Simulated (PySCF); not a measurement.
# [La(SH)4]−: how tightly the ligands are held

Aim: take one ligand of each kind off [La(SH)4]−, with both parts rigid, and scan its distance from the metal. The structure is generated, not taken from experiment.

Computed with PySCF 2.14.0. Level: PBE0, La lcecp-1-SVP with ECP46, S def2-SVP, H def2-SVP; scalar-relativistic core potentials, no spin–orbit coupling.

1 further run of the same task is left out (for a known fault of the program).

**1. Starting geometry**

9 atoms, charge -1, spin multiplicity 1.

Bond lengths: La1–S2 2.793 Å, La1–S4 2.793 Å, La1–S6 2.793 Å, La1–S8 2.793 Å, S2–H3 1.355 Å, S4–H5 1.355 Å, S6–H7 1.355 Å, S8–H9 1.355 Å. Angles: S2–La1–S4 111.5°, S2–La1–S6 108.5°, S2–La1–S8 108.5°, S4–La1–S6 108.5°, S4–La1–S8 108.5°, S6–La1–S8 111.5°, La1–S2–H3 89.6°, La1–S4–H5 89.6°, La1–S6–H7 89.6°, La1–S8–H9 89.6°.

Geometry (Å):

```xyz
9
charge -1, multiplicity 1
La    0.0000    0.0000    0.0000
S     1.7569    1.4979    1.5726
H     2.7901    1.0731    0.8059
S    -1.7569   -1.4979    1.5726
H    -2.7901   -1.0731    0.8059
S     1.4978   -1.7569   -1.5726
H     1.0729   -2.7900   -0.8060
S    -1.4978    1.7569   -1.5726
H    -1.0729    2.7900   -0.8060
```

Formal oxidation states: La +3. The 4f shell is empty and lies in the core potential. An earlier session relaxed this geometry at PBE0, La lcecp-1-SVP with ECP46, S def2-SVP, H def2-SVP (singlet, point group S4).

**2. SH taken off**

The ligand (atoms 2, 3) keeps its formal charge and a closed shell where it can; ligand and rest are solved at the complex's geometry, in vacuum, with the settings of the relaxation.

```csv
part,charge,state,energy (Eh)
complex,-1,singlet,-1625.999581
ligand,-1,singlet,-398.520651
rest,0,singlet,-1227.315116
```

It took 1.7 s on 2 threads of AMD EPYC 7R43 (Zen 3), shared host.

**3. Rigid scan of SH**

Atoms 2, 3 move together along the line from atom 1; the distance is to the donor, the donors' midpoint or the ring centre. Each point starts from the density of the one before.

| distance (Å) | energy from the relaxed point (eV) |
| --- | --- |
| 2.49 | 0.442 |
| 2.59 | 0.174 |
| 2.69 | 0.039 |
| 2.79 | 0.000 |
| 2.89 | 0.031 |
| 2.99 | 0.110 |
| 3.19 | 0.358 |
| 3.49 | 0.815 |
| 3.89 | 1.412 |
| 4.39 | 2.026 |

Run time: 22 s. Hardware: 2 threads of AMD EPYC 7R43 (Zen 3), shared host.

**4. What came out**

```
                   quantity      value
              taking off SH    4.46 eV
stiffness of the SH contact  7.0 eV/Å²
```

Taking off SH as a fragment of charge -1 costs 4.46 eV. Near 2.79 Å the SH contact has a stiffness of about 7.0 eV/Å², and the energy stands 2.03 eV higher at 4.39 Å. The free anion is solved without diffuse functions, no counterpoise correction is made, and the parts aren't relaxed; each of these makes the binding look larger. These are double-zeta-type bases without diffuse functions. Spin–orbit coupling is left out.
